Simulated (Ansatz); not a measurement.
# NbP (I4_1md): equation of state

One table from this session's results is given with a row withheld; the runs are named, their logs left out.

Computed with Ansatz 0.2.0 (DFT PBE, scalar-relativistic, plane waves, PAW, unless a step's input says otherwise).

## Starting point

It takes space group I4_1md (No. 109, tetragonal). Conventional cell: a = 3.347 Å, b = 3.347 Å, c = 11.430 Å, α = 90.00°, β = 90.00°, γ = 90.00°. Nb (site symmetry 2mm) has 6 P at 2.54 to 2.55 Å as nearest neighbours. P (site symmetry 2mm) has 6 Nb at 2.54 to 2.55 Å as nearest neighbours.

As a file:

```cif
data_structure
_symmetry_space_group_name_H-M 'P 1'
_symmetry_Int_Tables_number 1
_cell_length_a 6.1855
_cell_length_b 6.1855
_cell_length_c 6.1855
_cell_angle_alpha 148.608
_cell_angle_beta 148.608
_cell_angle_gamma 44.989
_cell_volume 64.01
loop_
_atom_site_label
_atom_site_type_symbol
_atom_site_fract_x
_atom_site_fract_y
_atom_site_fract_z
_atom_site_occupancy
Nb1 Nb 0.75003 0.75003 0.00000 1
Nb2 Nb 0.50003 0.00003 0.50000 1
P1 P 0.33259 0.33259 0.00000 1
P2 P 0.08259 0.58259 0.50000 1
```

This cell comes from an earlier session at PBE: 16.004 Å³/atom at -0.01 GPa, on a 16×16×16 mesh.

Volume factors to run: 0.980, 1.020, 0.960, 1.040.

Set-up of the first run:

File input.yaml:

```yaml
crystal:
  lattice:
    - [-1.6621829282, 1.6621829282, 5.6765710136]
    - [1.6621829282, -1.6621829282, 5.6765710136]
    - [1.6621829282, 1.6621829282, -5.6765710136]
  atoms:
    - { symbol: Nb, position: [0.750033938, 0.750033938, 0.0] }
    - { symbol: Nb, position: [0.500033938, 1.000033938, 0.5] }
    - { symbol: P, position: [0.332594637, 0.332594637, 0.0] }
    - { symbol: P, position: [0.082594637, 0.582594637, 0.5] }
basis:
  ecutwfc: 420
  ecutrho_ratio: 4
kpoints:
  mp_grid: { grid: [16, 16, 16] }
hamiltonian:
  xc: pbe
scf:
  occupations: { method: gaussian, width: 0.05 }
output:
  forces: true
  stress: true
  eigenvalues: true
relax:
  f_tol: 0.01
  max_steps: 40
  cell: { stress_tol: 0.1, fix: [volume] }
```

On the command line:

```bash
> ansatz run input.yaml --threads 2 --pin off --max-ram 5120MiB --backend cpu --events-out ev --progress --plain --runs-dir out
```

Among the steps run: At 0.980 of the relaxed volume; Scaling the volume by 1.020; At 0.960 of the relaxed volume; Scaling the volume by 1.040.

One table of the session follows, with a row left open; its other results are not shown here.

It belongs to the step «Energy and pressure against volume». 

| volume (Å³/atom) | energy (meV/atom) | pressure (GPa) |
| --- | --- | --- |
| 15.363 | 15.93 | 8.26 |
| 15.684 | 3.84 | 3.91 |
| 16.004 | 0.00 | -0.01 |
| 16.324 | ? | ? |
| 16.644 | 13.95 | -6.74 |

Estimate the missing values for volume (Å³/atom) = 16.324.

Worked estimate for «energy (meV/atom)». A straight line through the neighbours (16.004, 0.00) and (16.644, 13.95) gives 0.00 + (13.95 − 0.00) × (16.324 − 16.004) / (16.644 − 16.004) = 6.98; a parabola fitted to 3 rows on both sides gives 3.37.

The run gave: energy (meV/atom): 3.61; pressure (GPa): -3.55. In «energy (meV/atom)» the line misses by +3.37 and the parabola by -0.24.
